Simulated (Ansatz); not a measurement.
**CH4O3Si: basis-set convergence**

Aim: see how fast density functionals converge with the basis set for CH4O3Si.

The runs use Ansatz 0.2.0, Gaussian basis; one geometry, several basis sets.

Plan: PBE0-D4/def2-SVP; ωB97M-V/def2-SVP; PBE0-D4/def2-QZVPP; ωB97M-V/def2-QZVPP; the functionals' def2-TZVPP values are taken from earlier runs.

## 1. The geometry

An earlier PBE0-D4 in a triple-zeta def2 set relaxation fixed the geometry.

SMILES `O[Si]1(O)CO1`, 9 atoms, charge 0, spin multiplicity 1.

Atoms are counted from 1 here; the program's logs count them from 0.

Bond lengths: O1–Si2 1.619 Å, O1–H6 0.958 Å, Si2–O3 1.619 Å, Si2–C4 1.792 Å, Si2–O5 1.634 Å, O3–H7 0.958 Å, C4–O5 1.522 Å, C4–H8 1.089 Å, C4–H9 1.089 Å. Angles: Si2–O1–H6 116.7°, O1–Si2–O3 103.9°, O1–Si2–C4 125.9°, O1–Si2–O5 120.5°, O3–Si2–C4 125.8°, O3–Si2–O5 120.6°, C4–Si2–O5 52.5°, Si2–O3–H7 116.8°, Si2–C4–O5 58.4°, Si2–C4–H8 123.5°, Si2–C4–H9 123.5°, O5–C4–H8 111.6°, O5–C4–H9 111.6°, H8–C4–H9 112.0°, Si2–O5–C4 69.1°.

Geometry (Å):

```xyz
9
charge 0, multiplicity 1
O    -0.8670    0.3085   -1.7251
Si    0.1367    0.1133   -0.4697
O     1.5864   -0.0950   -1.1600
C    -0.3297   -0.4254    1.1750
O    -0.0223    1.0341    0.8703
H    -1.7707    0.5537   -1.5208
H     2.3424   -0.1353   -0.5724
H     0.3751   -0.8413    1.8928
H    -1.3623   -0.5589    1.4928
```

## 2. PBE0-D4 in def2-SVP

Input file in.yaml:

```yaml
crystal:
  periodic: [false, false, false]
  atoms:
    - {symbol: O, position_ang: [-0.867042, 0.308479, -1.725141]}
    - {symbol: Si, position_ang: [0.136662, 0.113299, -0.469694]}
    - {symbol: O, position_ang: [1.586385, -0.095020, -1.160015]}
    - {symbol: C, position_ang: [-0.329740, -0.425391, 1.175030]}
    - {symbol: O, position_ang: [-0.022295, 1.034071, 0.870333]}
    - {symbol: H, position_ang: [-1.770707, 0.553720, -1.520769]}
    - {symbol: H, position_ang: [2.342400, -0.135257, -0.572369]}
    - {symbol: H, position_ang: [0.375102, -0.841317, 1.892808]}
    - {symbol: H, position_ang: [-1.362264, -0.558887, 1.492816]}
basis:
  gaussian: {orbitals: def2-SVP}
hamiltonian: {xc: pbe0, dispersion: d4}
output: {orbitals: {seedname: orbitals}}
```

Started as:

```console
ansatz run in.yaml --threads 2 --pin off --events-out ev --progress --plain --max-ram 4352MiB
```

After this run come: ωB97M-V in def2-SVP; PBE0-D4 in def2-QZVPP; ωB97M-V in def2-QZVPP.

**Question.** What will the summary of the whole plan be? Wanted: PBE0-D4: double and triple zeta above quadruple; ωB97M-V: double and triple zeta above quadruple.

The runs gave:

| quantity | value |
| --- | --- |
| PBE0-D4: double and triple zeta above quadruple | 12.96, 0.71 eV |
| ωB97M-V: double and triple zeta above quadruple | 13.13, 0.67 eV |

What this shows: For PBE0-D4 the step from double to triple zeta gains 12.25 eV and the next only 0.71 eV. Total energies overstate the basis error of differences, where much of it tends to cancel. The LUMO of ωB97M-V is positive and keeps falling with the basis (2.42 to 1.15 eV): an unbound level that the basis holds in place.
